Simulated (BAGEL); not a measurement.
# triplet CH6B2O at 5 levels

Aim: a comparison of 5 runs (UHF/STO-3G, UHF/3-21G, ROHF/6-31G*, UHF/6-31G*, ROHF/def2-SVP) of triplet CH6B2O. 

The results are computed with BAGEL 1.2.2.

## 1. The molecule

The species is CH6B2O (10 atoms), meant as a triplet with charge 0. SMILES of the parent species: `BB(C)O`. Geometry: relaxed at PBE0-D4/def2-TZVP. This is one conformer, not always the lowest. That shape belongs to the parent species and isn't relaxed for this state.

Bond lengths: B1–B2 1.681 Å, B2–C3 1.575 Å, B2–O4 1.367 Å, B1–H5 1.201 Å, B1–H6 1.200 Å, C3–H7 1.093 Å, C3–H8 1.094 Å, C3–H9 1.097 Å, O4–H10 0.959 Å. Some angles: B1–B2–C3 118.7°, B1–B2–O4 125.5°, C3–B2–O4 115.8°, B2–B1–H5 121.9°, B2–B1–H6 122.5°, B2–C3–H7 113.8°, B2–C3–H8 111.5°, B2–C3–H9 108.5°, B2–O4–H10 114.4°, H5–B1–H6 115.4°.

## 2. The energy at UHF/STO-3G (density fitting with qzvpp-jkfit) (run 1)

calc.json

```json
{ "bagel" : [

{
  "title" : "molecule",
  "basis" : "sto-3g",
  "df_basis" : "qzvpp-jkfit",
  "angstrom" : "true",
  "geometry" : [
    { "atom" : "B", "xyz" : [      -1.157400,       0.826800,      -0.622100 ] },
    { "atom" : "B", "xyz" : [       0.289400,       0.045900,      -0.271000 ] },
    { "atom" : "C", "xyz" : [       0.377300,      -0.834700,       1.032200 ] },
    { "atom" : "O", "xyz" : [       1.432600,       0.117800,      -1.017900 ] },
    { "atom" : "H", "xyz" : [      -2.010400,       0.312100,      -1.292200 ] },
    { "atom" : "H", "xyz" : [      -1.440400,       1.898900,      -0.162200 ] },
    { "atom" : "H", "xyz" : [      -0.546500,      -1.371000,       1.265900 ] },
    { "atom" : "H", "xyz" : [       1.200400,      -1.552500,       0.975700 ] },
    { "atom" : "H", "xyz" : [       0.572700,      -0.174500,       1.886700 ] },
    { "atom" : "H", "xyz" : [       1.365300,       0.679800,      -1.792300 ] }
  ]
},

{ "title" : "uhf", "nopen" : 2 },

{ "title" : "print", "file" : "orbitals.molden", "orbitals" : "true" }

]}
```

Launch:

```sh
$ BAGEL_NUM_THREADS=1 BAGEL calc.json > calc.out
```

What it wrote:

```text
* using 1 threads per process

  ===============================================================
  ===============================================================

  *** Geometry ***

  { "atom" : "B", "xyz" : [     -2.187169,      1.562426,     -1.175599 ] },
  { "atom" : "B", "xyz" : [      0.546887,      0.086738,     -0.512116 ] },
  { "atom" : "C", "xyz" : [      0.712994,     -1.577354,      1.950575 ] },
  { "atom" : "O", "xyz" : [      2.707222,      0.222610,     -1.923552 ] },
  { "atom" : "H", "xyz" : [     -3.799105,      0.589784,     -2.441904 ] },
  { "atom" : "H", "xyz" : [     -2.721962,      3.588401,     -0.306514 ] },
  { "atom" : "H", "xyz" : [     -1.032735,     -2.590815,      2.392204 ] },
  { "atom" : "H", "xyz" : [      2.268427,     -2.933800,      1.843806 ] },
  { "atom" : "H", "xyz" : [      1.082246,     -0.329757,      3.565346 ] },
  { "atom" : "H", "xyz" : [      2.580043,      1.284636,     -3.386956 ] },

  Number of auxiliary basis functions:      410

  Since a DF basis is specified, we compute 2- and 3-index integrals:
    o Being stored without compression. Storage requirement is 0.002 GB

  Number of basis functions:       26
  Number of electrons      :       30

    * METHOD: MOLECULE                             0.12

  *** Open-shell HF ***

  === Nuclear Repulsion ===
    97.1425843936

      * DIIS with orbital gradients will be used.

  === UHF iteration (sto-3g) ===
      0       -163.23579727          0.03338958           0.02
      1       -163.31052306          0.01399191           0.02
      2       -163.32294169          0.00659044           0.02
      3       -163.32575066          0.00280125           0.02
      4       -163.32726235          0.00078835           0.02
      5       -163.32744828          0.00016977           0.02
      6       -163.32746589          0.00005542           0.02
      7       -163.32746968          0.00002658           0.02
      8       -163.32747110          0.00000882           0.02
      9       -163.32747131          0.00000244           0.02
     10       -163.32747133          0.00000094           0.02
     11       -163.32747133          0.00000051           0.02
     12       -163.32747133          0.00000036           0.02
     13       -163.32747133          0.00000022           0.02
     14       -163.32747133          0.00000009           0.02
     15       -163.32747133          0.00000004           0.02
     16       -163.32747133          0.00000003           0.02
     17       -163.32747133          0.00000001           0.02
     18       -163.32747133          0.00000001           0.02
    * SCF iteration converged.

    * S^2 (UHF) is 2.0109

    * Permanent dipole moment:
           (   -1.045610,     0.282826,     0.100873) a.u.

    * METHOD: UHF                                  0.44

    * METHOD: PRINT                                0.00

  ===============================================================
```

It took 0.72 s on 1 thread of Arm Neoverse V2, shared host; peak memory 0.082 GiB.

## 3. The energy at UHF/3-21G (density fitting with qzvpp-jkfit) (run 2)

Edit calc.json of step 2 so:

```diff
@@ -4,5 +4,5 @@
   "title" : "molecule",
-  "basis" : "sto-3g",
+  "basis" : "3-21g",
   "df_basis" : "qzvpp-jkfit",
-  "angstrom" : "true",
+  "angstrom" : true,
   "geometry" : [
@@ -23,3 +23,3 @@
 
-{ "title" : "print", "file" : "orbitals.molden", "orbitals" : "true" }
+{ "title" : "print", "file" : "orbitals.molden", "orbitals" : true }
```

Launch:

```sh
$ BAGEL_NUM_THREADS=1 BAGEL calc.json > calc.out
```

What it wrote:

```text
* using 1 threads per process

  ===============================================================
  ===============================================================

  *** Geometry ***

  { "atom" : "B", "xyz" : [     -2.187169,      1.562426,     -1.175599 ] },
  { "atom" : "B", "xyz" : [      0.546887,      0.086738,     -0.512116 ] },
  { "atom" : "C", "xyz" : [      0.712994,     -1.577354,      1.950575 ] },
  { "atom" : "O", "xyz" : [      2.707222,      0.222610,     -1.923552 ] },
  { "atom" : "H", "xyz" : [     -3.799105,      0.589784,     -2.441904 ] },
  { "atom" : "H", "xyz" : [     -2.721962,      3.588401,     -0.306514 ] },
  { "atom" : "H", "xyz" : [     -1.032735,     -2.590815,      2.392204 ] },
  { "atom" : "H", "xyz" : [      2.268427,     -2.933800,      1.843806 ] },
  { "atom" : "H", "xyz" : [      1.082246,     -0.329757,      3.565346 ] },
  { "atom" : "H", "xyz" : [      2.580043,      1.284636,     -3.386956 ] },

  Number of auxiliary basis functions:      410

  Since a DF basis is specified, we compute 2- and 3-index integrals:
    o Being stored without compression. Storage requirement is 0.008 GB

  Number of basis functions:       48
  Number of electrons      :       30

    * METHOD: MOLECULE                             0.12

  *** Open-shell HF ***

  === Nuclear Repulsion ===
    97.1425843936

      * DIIS with orbital gradients will be used.

  === UHF iteration (3-21g) ===
      0       -164.43249570          0.04798959           0.04
      1       -164.52277047          0.02896148           0.04
      2       -164.54396098          0.01923037           0.04
      3       -164.55725925          0.00242014           0.04
      4       -164.55866363          0.00106852           0.04
      5       -164.55898468          0.00051130           0.05
      6       -164.55909381          0.00012230           0.04
      7       -164.55910392          0.00005681           0.04
      8       -164.55910658          0.00001973           0.05
      9       -164.55910682          0.00000988           0.04
     10       -164.55910689          0.00000402           0.05
     11       -164.55910692          0.00000145           0.05
     12       -164.55910692          0.00000072           0.05
     13       -164.55910692          0.00000046           0.04
     14       -164.55910692          0.00000028           0.04
     15       -164.55910692          0.00000016           0.04
     16       -164.55910692          0.00000007           0.05
     17       -164.55910692          0.00000004           0.04
     18       -164.55910692          0.00000002           0.04
     19       -164.55910692          0.00000001           0.04
     20       -164.55910692          0.00000001           0.04
    * SCF iteration converged.

    * S^2 (UHF) is 2.0130

    * Permanent dipole moment:
           (   -0.736403,     0.203469,     0.032497) a.u.

    * METHOD: UHF                                  1.00

    * METHOD: PRINT                                0.00

  ===============================================================
```

Run time: 1.3 s. Hardware: 1 thread of Arm Neoverse V2, shared host; peak memory 0.082 GiB.

## 4. The energy at ROHF/6-31G(d) (density fitting with qzvpp-jkfit, spherical functions) (run 3)

input.json

```json
{ "bagel": [

{
  "title": "molecule",
  "basis": "6-31gs.json",
  "df_basis": "qzvpp-jkfit",
  "angstrom": true,
  "geometry": [
    { "atom": "B", "xyz": [   -1.157400,    0.826800,   -0.622100 ] },
    { "atom": "B", "xyz": [    0.289400,    0.045900,   -0.271000 ] },
    { "atom": "C", "xyz": [    0.377300,   -0.834700,    1.032200 ] },
    { "atom": "O", "xyz": [    1.432600,    0.117800,   -1.017900 ] },
    { "atom": "H", "xyz": [   -2.010400,    0.312100,   -1.292200 ] },
    { "atom": "H", "xyz": [   -1.440400,    1.898900,   -0.162200 ] },
    { "atom": "H", "xyz": [   -0.546500,   -1.371000,    1.265900 ] },
    { "atom": "H", "xyz": [    1.200400,   -1.552500,    0.975700 ] },
    { "atom": "H", "xyz": [    0.572700,   -0.174500,    1.886700 ] },
    { "atom": "H", "xyz": [    1.365300,    0.679800,   -1.792300 ] }
  ]
},
{ "title": "rohf", "nopen": 2 },
{ "title": "print", "file": "orbitals.molden", "orbitals": true }

]}
```

The basis set 6-31G* is read from a file made from the Basis Set Exchange's data (not shown).

Launch:

```sh
$ BAGEL_NUM_THREADS=1 BAGEL input.json > input.out
```

What it wrote:

```text
* using 1 threads per process

  ===============================================================
  ===============================================================

  *** Geometry ***

  { "atom" : "B", "xyz" : [     -2.187169,      1.562426,     -1.175599 ] },
  { "atom" : "B", "xyz" : [      0.546887,      0.086738,     -0.512116 ] },
  { "atom" : "C", "xyz" : [      0.712994,     -1.577354,      1.950575 ] },
  { "atom" : "O", "xyz" : [      2.707222,      0.222610,     -1.923552 ] },
  { "atom" : "H", "xyz" : [     -3.799105,      0.589784,     -2.441904 ] },
  { "atom" : "H", "xyz" : [     -2.721962,      3.588401,     -0.306514 ] },
  { "atom" : "H", "xyz" : [     -1.032735,     -2.590815,      2.392204 ] },
  { "atom" : "H", "xyz" : [      2.268427,     -2.933800,      1.843806 ] },
  { "atom" : "H", "xyz" : [      1.082246,     -0.329757,      3.565346 ] },
  { "atom" : "H", "xyz" : [      2.580043,      1.284636,     -3.386956 ] },

  Number of auxiliary basis functions:      410

  Since a DF basis is specified, we compute 2- and 3-index integrals:
    o Being stored without compression. Storage requirement is 0.015 GB

  Number of basis functions:       68
  Number of electrons      :       30

    * METHOD: MOLECULE                             0.15

  *** Open-shell HF ***

  === Nuclear Repulsion ===
    97.1425843936

      * DIIS with orbital gradients will be used.

  === ROHF iteration (6-31gs.json) ===
      0       -165.28041662          0.04144744           0.06
      1       -165.40305271          0.02616847           0.06
      2       -165.43703085          0.01741888           0.06
      3       -165.46131458          0.00275246           0.06
      4       -165.46363329          0.00125564           0.06
      5       -165.46433327          0.00054861           0.06
      6       -165.46451281          0.00012690           0.06
      7       -165.46458849          0.00005095           0.06
      8       -165.46459673          0.00001797           0.07
      9       -165.46459820          0.00000663           0.07
     10       -165.46459872          0.00000262           0.06
     11       -165.46459876          0.00000117           0.06
     12       -165.46459875          0.00000048           0.06
     13       -165.46459875          0.00000024           0.06
     14       -165.46459876          0.00000011           0.06
     15       -165.46459876          0.00000005           0.06
     16       -165.46459877          0.00000002           0.06
     17       -165.46459877          0.00000001           0.06
     18       -165.46459877          0.00000000           0.06
    * SCF iteration converged.

    * S^2 (ROHF) is 2.0000

    * Permanent dipole moment:
           (   -0.685746,     0.210911,     0.009291) a.u.

    * METHOD: ROHF                                 1.28

    * METHOD: PRINT                                0.01

  ===============================================================
```

Run time: 1.6 s. Hardware: 1 thread of Arm Neoverse V2, shared host; peak memory 0.082 GiB.

Run 4 isn't shown in full; the table further down has it.

## 5. A single-point energy at ROHF/def2-SVP (density fitting with qzvpp-jkfit) (run 5)

Edit input.json of step 4 so:

```diff
@@ -4,3 +4,3 @@
   "title": "molecule",
-  "basis": "6-31gs.json",
+  "basis": "svp",
   "df_basis": "qzvpp-jkfit",
@@ -20,4 +20,11 @@
 },
-{ "title": "rohf", "nopen": 2 },
-{ "title": "print", "file": "orbitals.molden", "orbitals": true }
+{
+  "title": "rohf",
+  "nopen": 2
+},
+{
+  "title": "print",
+  "file": "orbitals.molden",
+  "orbitals": true
+}
```

Launch:

```sh
$ BAGEL_NUM_THREADS=1 BAGEL input.json > input.out
```

What it wrote:

```text
* using 1 threads per process

  ===============================================================
  ===============================================================

  *** Geometry ***

  { "atom" : "B", "xyz" : [     -2.187169,      1.562426,     -1.175599 ] },
  { "atom" : "B", "xyz" : [      0.546887,      0.086738,     -0.512116 ] },
  { "atom" : "C", "xyz" : [      0.712994,     -1.577354,      1.950575 ] },
  { "atom" : "O", "xyz" : [      2.707222,      0.222610,     -1.923552 ] },
  { "atom" : "H", "xyz" : [     -3.799105,      0.589784,     -2.441904 ] },
  { "atom" : "H", "xyz" : [     -2.721962,      3.588401,     -0.306514 ] },
  { "atom" : "H", "xyz" : [     -1.032735,     -2.590815,      2.392204 ] },
  { "atom" : "H", "xyz" : [      2.268427,     -2.933800,      1.843806 ] },
  { "atom" : "H", "xyz" : [      1.082246,     -0.329757,      3.565346 ] },
  { "atom" : "H", "xyz" : [      2.580043,      1.284636,     -3.386956 ] },

  Number of auxiliary basis functions:      410

  Since a DF basis is specified, we compute 2- and 3-index integrals:
    o Being stored without compression. Storage requirement is 0.024 GB

  Number of basis functions:       86
  Number of electrons      :       30

    * METHOD: MOLECULE                             0.16

  *** Open-shell HF ***

  === Nuclear Repulsion ===
    97.1425843936

      * DIIS with orbital gradients will be used.

  === ROHF iteration (svp) ===
      0       -165.15789065          0.03355560           0.09
      1       -165.29387879          0.02075560           0.09
      2       -165.32667511          0.01339979           0.08
      3       -165.34859954          0.00219853           0.08
      4       -165.35065810          0.00109662           0.09
      5       -165.35142221          0.00050036           0.09
      6       -165.35164443          0.00010422           0.09
      7       -165.35174326          0.00004131           0.09
      8       -165.35175461          0.00001583           0.09
      9       -165.35175652          0.00000553           0.09
     10       -165.35175716          0.00000215           0.08
     11       -165.35175729          0.00000095           0.08
     12       -165.35175729          0.00000033           0.08
     13       -165.35175729          0.00000018           0.09
     14       -165.35175729          0.00000008           0.09
     15       -165.35175730          0.00000003           0.09
     16       -165.35175730          0.00000001           0.09
     17       -165.35175730          0.00000001           0.09
    * SCF iteration converged.

    * S^2 (ROHF) is 2.0000

    * Permanent dipole moment:
           (   -0.694175,     0.252600,    -0.043661) a.u.

    * METHOD: ROHF                                 1.68

    * METHOD: PRINT                                0.01

  ===============================================================
```

It took 2 s on 1 thread of Arm Neoverse V2, shared host; peak memory 0.1 GiB.

## 6. Overview of the runs

| run | level | energy (Eh) | dipole moment (D) | ⟨S²⟩ | wall time |
| --- | --- | --- | --- | --- | --- |
| 1 | UHF/STO-3G (density fitting with qzvpp-jkfit) | -163.327471 | 2.77 | 2.011 | 0.72 s |
| 2 | UHF/3-21G (density fitting with qzvpp-jkfit) | -164.559107 | 1.94 | 2.013 | 1.3 s |
| 3 | ROHF/6-31G* (density fitting with qzvpp-jkfit, spherical functions) | -165.464599 | 1.82 | 2.000 | 1.6 s |
| 4 | UHF/6-31G* (density fitting with qzvpp-jkfit, spherical functions) | -165.468972 | 1.95 | 2.014 | 1.8 s |
| 5 | ROHF/def2-SVP (density fitting with qzvpp-jkfit) | -165.351757 | 1.88 | 2.000 | 2 s |

## 7. Results

| quantity | value |
| --- | --- |
| run 5: total energy | -165.35176 Eh |
| run 5: dipole moment | 1.88 D |
| run 5: ⟨S²⟩ | 2.000 |

The dipole moment (its size) runs from 1.82 D (ROHF/6-31G*) to 2.77 D (UHF/STO-3G). The two ends differ in method and basis. In run 1 the basis is minimal, so the values are rough. All runs together took 7.4 s, the longest 2 s.
